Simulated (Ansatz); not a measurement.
# CoO: the cost of one run

Method: DFT LDA+U (U_eff = 2 eV on Co d), plane waves, PAW, in Ansatz 0.2.0.

**1. The starting structure**

It takes space group P-6m2 (No. 187, hexagonal). Conventional cell: a = 2.856 Å, b = 2.856 Å, c = 2.788 Å, α = 90.00°, β = 90.00°, γ = 120.00°. Co (site symmetry -6m2) has 6 O at 2.16 Å as nearest neighbours. O (site symmetry -6m2) has 6 Co at 2.16 Å as nearest neighbours.

Coordinates:

```cif
data_structure
_symmetry_space_group_name_H-M 'P-6m2'
_symmetry_Int_Tables_number 187
_cell_length_a 2.8563
_cell_length_b 2.8563
_cell_length_c 2.7876
_cell_angle_alpha 90.000
_cell_angle_beta 90.000
_cell_angle_gamma 120.000
_cell_volume 19.70
loop_
_atom_site_label
_atom_site_type_symbol
_atom_site_symmetry_multiplicity
_atom_site_Wyckoff_symbol
_atom_site_fract_x
_atom_site_fract_y
_atom_site_fract_z
_atom_site_occupancy
Co1 Co 1 a 0.00000 0.00000 0.00000 1
O1 O 1 f 0.66667 0.33333 0.50000 1
```

An earlier series on this cell reached its lowest free state from «ferromagnetic start, free, natural orbitals of the symmetric run filled by rank», perhaps among other starts.

**2. Ferromagnetic start, free, default search**

Contents of input.yaml:

```yaml
crystal:
  lattice:
    - [2.85629923, 0.0, 0.0]
    - [-1.42814961, 2.47362769, 0.0]
    - [0.0, 0.0, 2.78760653]
  atoms:
    - { symbol: Co, position: [0.0, 0.0, 0.0], spin: 3.0 }
    - { symbol: O, position: [0.6666666667, 0.3333333333, 0.5] }
basis:
  ecutwfc: 420
  ecutrho_ratio: 4
kpoints:
  mp_grid: { grid: [8, 8, 7] }
hamiltonian:
  xc: lda
  hubbard: { sites: [{ site: 0, l: d, u_eff: 2.0 }] }
scf:
  occupations: { method: gaussian, width: 0.05 }
output:
  forces: true
  stress: true
  eigenvalues: true
  populations: true
  hubbard: { sites: [{ site: 0, l: d }] }
magnetization:
  spin_polarized: true
```

Command:

```console
$ ansatz run input.yaml --threads 2 --pin off --max-ram 3072MiB --backend cpu --events-out ev --progress --plain --runs-dir out
```

**Question.** How long does this run take on 2 threads of Arm Neoverse N1, shared host, and how much memory does it need?

About 61 s, with a peak of 0.53 GiB.
